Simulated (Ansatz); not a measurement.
# Sr3Hg (Pm-3m): equation of state with a fit, by script

Where is the equilibrium volume of Sr3Hg (Pm-3m), and how stiff is it? The task is an equation of state with a fit, for Sr3Hg (Pm-3m).

Program: Ansatz 0.2.0, driven from Python. Level of theory: DFT r2SCAN, plane waves, PAW. These are calculated values, not measurements.

## Step 1: Starting point

It takes space group Pm-3m (No. 221, cubic). The conventional cell has a = 5.513 Å, b = 5.513 Å, c = 5.513 Å, α = 90.00°, β = 90.00°, γ = 90.00°. Around Sr (site symmetry 4/mmm) lie 8 Sr at 3.90 Å and 4 Hg at 3.90 Å. Hg (site symmetry m-3m) has 12 Sr at 3.90 Å as nearest neighbours.

No structure file is read: the coordinates are typed or built in the script.

## Step 2: Script

File eos_sr3hg.py:

```python
"""Energy against volume for Sr3Hg, with a fit."""

import ansatz as az
import numpy as np
from scipy.optimize import curve_fit

OCCUPATIONS = "fermi_dirac"
XC = "r2SCAN"
ECUT = 600
MESH = (4, 4, 4)

VECTORS = np.array([
    [5.513, 0.0, 0.0],
    [0.0, 5.513, 0.0],
    [0.0, 0.0, 5.513],
])
SITES = [
    ("Sr", (0.5, 0.5, 0.0)),
    ("Sr", (0.5, 0.0, 0.5)),
    ("Sr", (0.0, 0.5, 0.5)),
    ("Hg", (0.0, 0.0, 0.0)),
]


def make_crystal(cell):
    crystal = az.Crystal(lattice=az.Lattice.of(cell))
    for symbol, position in SITES:
        crystal = crystal.atom(symbol, position)
    return crystal

def vinet(v, e0, v0, b0, b1):
    eta = (v / v0) ** (1 / 3)
    return e0 + 2 * b0 * v0 / (b1 - 1) ** 2 * (2 - (5 + 3 * b1 * (eta - 1) - 3 * eta) * np.exp(-1.5 * (b1 - 1) * (eta - 1)))

# scale the volume, keep shape and fractions
volumes, energies, pressures = [], [], []
for scale in np.linspace(0.92, 1.08, 7):
    cell = VECTORS * scale ** (1 / 3)
    setup = (
        make_crystal(cell).calculation()
        .occupations(OCCUPATIONS)
        .functional(XC)
        .pseudopotentials("paw")
        .basis(ECUT)
        .kpoints(*MESH)
        .stress()  # positive in compression
    )
    r = setup.run(threads=1, pin="off").report
    volumes.append(abs(np.linalg.det(cell)) / len(SITES))
    energies.append(r["free_energy_ev"] / len(SITES))
    pressures.append(np.trace(r["stress_gpa"]) / 3)
    print(f"V = {volumes[-1]:8.4f} A^3/atom  F = {energies[-1]:.5f} eV/atom  P = {pressures[-1]:8.3f} GPa")

guess = (min(energies), volumes[int(np.argmin(energies))], 0.5, 4.5)
(e0, v0, b0, b1), _ = curve_fit(vinet, np.array(volumes), np.array(energies), p0=guess, maxfev=20000)
print(f"Vinet fit: V0 = {v0:.4f} A^3/atom, B0 = {160.21766 * b0:.1f} GPa, B1 = {b1:.2f}")
print("largest residual", round(1000 * float(np.abs(vinet(np.array(volumes), e0, v0, b0, b1) - energies).max()), 3), "meV/atom")
```

## Step 3: What the engine is handed

The package turns the script's settings into the engine's input (first run):

```yaml
crystal:
  lattice:
    - [5.361882198944553, 0.0, 0.0]
    - [0.0, 5.361882198944553, 0.0]
    - [0.0, 0.0, 5.361882198944553]
  atoms:
    - { symbol: Sr, position: [0.5, 0.5, 0.0] }
    - { symbol: Sr, position: [0.5, 0.0, 0.5] }
    - { symbol: Sr, position: [0.0, 0.5, 0.5] }
    - { symbol: Hg, position: [0.0, 0.0, 0.0] }
basis:
  ecutwfc: 600.0
kpoints:
  mp_grid:
    grid: [4, 4, 4]
hamiltonian:
  xc: r2scan
  pseudopotentials:
    kind: paw
scf:
  occupations:
    method: fermi_dirac
output:
  stress: true
```

## Step 4: Launch

Command:

```
> python eos_sr3hg.py
```

**Question.** Estimate the equilibrium volume and the bulk modulus.

**Answer**, as computed:

| quantity | value |
| --- | --- |
| runs compared | 7 |
| range of energy | 25.61 meV/atom |
| lowest point, volume (Å³/atom) | 40.772 |
| equilibrium volume (fit) | 40.27 Å³/atom |
| bulk modulus (fit) | 16 GPa |

**Reading.** A third-order Birch-Murnaghan fit through the 7 points (the script's own form differs a little) has its minimum at 40.27 Å³ an atom, 3.9 % below the typed cell, with a bulk modulus of 16 GPa and dB/dP = 4.0. From that minimum the energy rises by 4.1 meV an atom on the compressed side and 25.9 meV on the expanded side. The mesh is modest for a metal, so energies can be off by several to tens of meV an atom and pressures by half a GPa or more; differences at equal mesh fare better. Pressure is positive in compression. Spin-orbit coupling, which matters for elements this heavy, is left out. This cell is a computed structure, which may not be the phase found in nature.
